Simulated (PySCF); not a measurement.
Molecule: FC3SH3, in a box.

```xyz
8
Lattice="13.0000 0.0000 0.0000 0.0000 14.0000 0.0000 0.0000 0.0000 12.0000" Properties=species:S:1:pos:R:3 pbc="T T T"
F     6.5101    9.0874    7.2034
C     7.2467    8.3185    6.3310
C     6.4561    7.2012    5.8159
C     6.2915    5.9723    5.5163
S     4.8983    6.9475    4.8647
H     8.1277    7.9387    6.8573
H     7.5631    8.9583    5.4998
H     6.6393    4.9546    5.4977
```

Program: PySCF 2.14.0. Alike in all runs: task atomic charges; potentials or basis cc-pvdz (all-electron); no spin polarisation; cell as given; k mesh 1 × 1 × 1; smearing fixed.

Order these runs on this cell by their band gap on the k mesh, lowest first.
A. level M06-L; three-centre integrals read from an earlier run's file
B. level TPSSh+D3(BJ); three-body dispersion term no; exxdiv ewald; three-centre integrals read from an earlier run's file
C. level r2SCAN0+D3(BJ); three-body dispersion term no; exxdiv ewald; three-centre integrals read from an earlier run's file
D. level PBE
E. level r2SCAN50+D4; three-body dispersion term yes; exxdiv ewald; three-centre integrals read from an earlier run's file

D (2.60 eV), A (3.00 eV), B (3.73 eV), C (5.05 eV), E (7.14 eV).

Caveats: this is a molecule in a periodic box at the Γ point, so its band gap is the HOMO-LUMO gap; the basis of atomic orbitals isn't converged, which shifts pressures, moduli and gaps.

